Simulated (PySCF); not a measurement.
# ZrOH: doublet, from a linear start

Aim: relax ZrOH as a doublet from a linear start, check by its vibrations whether the end is a minimum, and collect its spectrum and constants.

The runs use PySCF 2.14.0; PBE0, basis Zr def2-TZVP with ECP28, O def2-TZVP, H def2-TZVP, scalar-relativistic core potentials, no spin–orbit coupling, density fitting.

## Step 1: The starting structure

3 atoms, charge 0, spin multiplicity 2.

Bond lengths: Zr1–O2 1.840 Å, Zr1–H3 1.860 Å. Angles: O2–Zr1–H3 180.0°.

```xyz
3
charge 0 multiplicity 2
Zr    0.0000    0.0000    0.0000
O     0.0000    0.0000   -1.8400
H     0.0000    0.0000    1.8600
```

## Step 2: Finding the electronic state

The steps below are one call of a driver around PySCF. For each, scf.py gives the equivalent set-up of the SCF; relaxations use the driver's own optimiser. After this first run the driver tries any further starts and a stability analysis.

Contents of scf.py:

```python
from pyscf import gto, scf, dft
mol = gto.M(atom='''
Zr     0.000000     0.000000     0.000000
O      0.000000     0.000000    -1.840000
H      0.000000     0.000000     1.860000''',
    basis={'Zr': 'def2-TZVP', 'O': 'def2-TZVP', 'H': 'def2-TZVP'},
    ecp={'Zr': 'def2-TZVP'},
    charge=0, spin=1)
mf = dft.UKS(mol, xc='PBE0')
mf.grids.atom_grid = (50, 194)
aux = {'Zr': 'def2-universal-JKFIT', 'O': 'def2-universal-JKFIT', 'H': 'def2-universal-JKFIT'}
mf = mf.density_fit(auxbasis=aux)
mf.conv_tol = 1e-08
mf.diis_space = 10
mf.max_cycle = 60
mf.init_guess = 'minao'
mf.verbose = 4
mf.kernel()
```

Run with:

```console
$ OMP_NUM_THREADS=2 python axn.py task.json out
```

The runs that follow: Relaxation: linear start, doublet; Frequencies; Downhill along the imaginary mode; Vibrations and properties at this point.

Before running it: what results should come out? Wanted: minimum; geometry; wavenumbers; dipole moment; highest occupied, lowest empty level; polar-tensor charge of Zr1; zero-point energy; atomisation energy; ⟨S²⟩.

The runs gave:

```
                                          quantity                                      value
                                           minimum                                doublet, Cs
                                          geometry  Zr–H 1.908 Å, Zr–O 1.730 Å; H–Zr–O 111.4°
                                wavenumbers (cm⁻¹)              437 (a'), 968 (a'), 1536 (a')
                                     dipole moment                                     5.85 D
highest occupied, lowest empty level (either spin)                            -4.49, -2.75 eV
                        polar-tensor charge of Zr1                                    +1.40 e
                                 zero-point energy                                17.6 kJ/mol
                               entropy at 298.15 K                            261.4 J/(mol K)
         atomisation energy (no zero-point energy)                                 985 kJ/mol
                                              ⟨S²⟩                                      0.758
```

**Reading.** The linear start (C∞v) ends in a minimum of Cs symmetry, after a stop at a second-order saddle point 63.3 kJ/mol higher, from which it was pushed off along an imaginary mode. In the infrared the band at 1536 cm⁻¹ (a', stretch) leads. With 5.8 D the molecule is strongly polar. Most of the spin sits on Zr1 (Mulliken spin 1.14, against 1 for the whole molecule). Only this shape and spin were tried, so other structures or states may lie lower. One determinant may miss the lowest occupation of an open d or f shell.
